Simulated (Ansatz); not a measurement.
# ZnSi (singlet): wave-function methods side by side, def2-SVP

The task here is to estimate one member of a computed series from the others.

Method: def2-SVP, core rule «outside noble gas», up to 14 orbitals frozen; program: Ansatz 0.2.0, Gaussian basis.

The runs, in order: UHF; CCSD(T) on RHF; CCSD(T) on UHF; CISD; CCSDT(Q) on RHF; CCSDT(Q) on UHF; CASSCF and MRCISD+Q, 16 electrons in 10 orbitals; CASSCF and NEVPT2, 16 electrons in 10 orbitals.

23 further runs of the same task are left out: 1 for a mislabelled method, 7 that didn't finish, 15 set aside as unsound or not needed.

### What is computed

The geometry is a PBE0/def2-TZVP stationary point (not a proven minimum) of the parent state, kept for this charge and spin.

2 atoms, charge 0, spin multiplicity 1.

Atoms are counted from 1 here; the program's logs count them from 0.

Bond lengths: Zn1–Si2 2.393 Å.

Set-up of the first run:

Contents of in.yaml:

```yaml
crystal:
  periodic: [false, false, false]
  atoms:
    - {symbol: Zn, position_ang: [0.000000, 0.000000, 0.000000]}
    - {symbol: Si, position_ang: [0.000000, 0.000000, 2.393200]}
basis:
  gaussian: {orbitals: def2-SVP}
magnetization: {spin_polarized: true, initial_magnetization: 0}
hamiltonian: {xc: hf}
output: {orbitals: {seedname: orbitals}}
```

Started as:

```sh
ansatz run in.yaml --threads 1 --pin off --events-out ev --progress --plain --max-ram 2393MiB
```

Steps of the session up to this table: UHF; CCSD(T) on RHF; CCSD(T) on UHF; CISD; CCSDT(Q) on RHF; CCSDT(Q) on UHF; CASSCF and MRCISD+Q, 16 electrons in 10 orbitals; CASSCF and NEVPT2, 16 electrons in 10 orbitals.

One of the session's tables, all rows but one given; the rest of the session is left out.

| method | from RCCSDT(Q) (meV) |
| --- | --- |
| RHF | +10558.0 |
| UHF | +9285.4 |
| RMP2 | +708.3 |
| UMP2 | +153.7 |
| CISD | +1621.7 |
| RCCSD | +542.9 |
| UCCSD | ? |
| RCCSD(T) | +154.8 |
| UCCSD(T) | -653.9 |
| RCCSDT | +27.5 |
| UCCSDT | -914.1 |
| RCCSDT(Q) | 0 |
| UCCSDT(Q) | -968.8 |
| CASSCF valence | +9497.9 |
| NEVPT2 valence | +1290.0 |
| MRCISD valence | +1019.5 |
| MRCISD+Q valence | +292.2 |

Estimate the missing values for UCCSD.

The run gave: from RCCSDT(Q) (meV): -223.7. In the column «from RCCSDT(Q) (meV)» it lies between UCCSD(T) (-653.9) and RCCSDT(Q) (0).

The program flags UCCSD(T), RCCSDT(Q), UCCSDT(Q) as in doubt (see the logs), so the zero of the table is itself unsure.

To keep in mind: The determinant is far from a pure spin state, so its energy mixes those of several spin states (harmless only where they are near-degenerate, as at dissociation). The report flags that the cluster equations may have other roots. The program flags UCCSD(T), RCCSDT(Q), UCCSDT(Q) as in doubt, so the zero of the table is itself unsure. Warnings: restricted reference is unstable; spin contamination. Restricted and unrestricted rows rest on different reference determinants; where their highest levels disagree by more than a few hundredths of an eV, they describe different states and don't form one ladder.
